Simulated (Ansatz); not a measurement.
# C₃H₈BGaO: geometry and vibrations

What shape does C₃H₈BGaO take? The plan is to relax it, then compute its harmonic vibrations to see whether it is a minimum and to get the zero-point energy and entropy, and look at its orbitals and charge.

The runs use Ansatz 0.2.0, Gaussian basis; RKS PBE0-D4/def2-TZVP.

Plan: relaxation at PBE0-D4/def2-TZVP; harmonic vibrations at the same level; a single point in def2-TZVPP for the fields.

## Step 1: Where the work starts

SMILES `CC[B]([GaH2])C=O`, 14 atoms, charge 0, spin multiplicity 1.

Atoms are counted from 1 here; the program's logs count them from 0.

Bond lengths: C1–C2 1.533 Å, C1–H7 1.088 Å, C1–H8 1.095 Å, C1–H9 1.094 Å, C2–B3 1.579 Å, C2–H10 1.094 Å, C2–H11 1.094 Å, B3–Ga4 2.118 Å, B3–C5 1.484 Å, Ga4–H12 1.605 Å, Ga4–H13 1.604 Å, C5–O6 1.197 Å, C5–H14 1.192 Å. Angles: C2–C1–H7 111.5°, C2–C1–H8 110.3°, C2–C1–H9 110.1°, H7–C1–H8 108.3°, H7–C1–H9 108.5°, H8–C1–H9 108.0°, C1–C2–B3 112.5°, C1–C2–H10 109.4°, C1–C2–H11 108.6°, B3–C2–H10 111.7°, B3–C2–H11 108.9°, H10–C2–H11 105.4°, C2–B3–Ga4 120.8°, C2–B3–C5 130.4°, Ga4–B3–C5 105.5°, B3–Ga4–H12 126.4°, B3–Ga4–H13 125.6°, H12–Ga4–H13 107.9° and more.

The start is a GFN2-xTB geometry.

## Step 2: Optimising with PBE0-D4/def2-TZVP

in.yaml

```yaml
crystal:
  periodic: [false, false, false]
  atoms:
    - {symbol: C, position_ang: [-1.387980, -0.109350, -1.214300]}
    - {symbol: C, position_ang: [-0.652210, 1.011580, -0.470650]}
    - {symbol: B, position_ang: [0.369310, 0.457710, 0.597820]}
    - {symbol: Ga, position_ang: [0.568710, -1.624630, 0.931730]}
    - {symbol: C, position_ang: [1.600150, 1.068510, 1.157930]}
    - {symbol: O, position_ang: [2.233810, 1.559450, 2.047000]}
    - {symbol: H, position_ang: [-2.111950, 0.289530, -1.922110]}
    - {symbol: H, position_ang: [-0.675560, -0.731370, -1.765290]}
    - {symbol: H, position_ang: [-1.915100, -0.750370, -0.502020]}
    - {symbol: H, position_ang: [-0.163920, 1.669260, -1.195120]}
    - {symbol: H, position_ang: [-1.392340, 1.637560, 0.037190]}
    - {symbol: H, position_ang: [-0.584880, -2.729670, 0.773260]}
    - {symbol: H, position_ang: [1.929600, -2.382880, 1.312610]}
    - {symbol: H, position_ang: [2.182350, 0.634670, 0.211950]}
basis:
  gaussian: {orbitals: def2-TZVP}
hamiltonian: {xc: pbe0, dispersion: d4}
relax: {f_tol: 0.005, max_steps: 150}
```

Started as:

```bash
ansatz run in.yaml --threads 2 --pin off --events-out ev --progress --plain --max-ram 32768MiB --backend cuda --devices 0, --max-vram 18GiB
```

The runs that follow: Harmonic vibrations; Fields at the relaxed geometry.

Before running them: what should the planned runs give, taken together? Wanted: point group; shift from the start; total energy; dispersion term; dipole moment; lowest, highest wavenumber; zero-point energy; HOMO, LUMO.

The runs gave:

```
                  quantity            value
               point group               C1
                     steps               32
shift from the start (rms)          0.548 Å
              total energy   -58330.8582 eV
           dispersion term         -275 meV
             dipole moment           0.57 D
lowest, highest wavenumber    53, 3117 cm⁻¹
         zero-point energy    62.9 kcal/mol
       entropy at 298.15 K  397.0 J/(mol K)
                HOMO, LUMO  -6.97, -1.61 eV
```

The atoms moved 0.55 Å (rms) from the start; the bond that changed most is B3–H14, from 1.862 to 1.221 Å. The bonds at the end are not those of the start, so the run found another structure. All wavenumbers are real, so the end point is a minimum. The stiffest mode, 3117 cm⁻¹, is a C–H stretch, and 5 modes under 200 cm⁻¹ make the vibrational entropy uncertain. Harmonic hybrid wavenumbers usually lie a few per cent above measured fundamentals. The largest Mulliken charge, -0.37 e, sits on C1. The HOMO lies mostly on B3 27 %; Ga4 19 % and the LUMO on Ga4 48 %; H12, H13 about 16 % each.
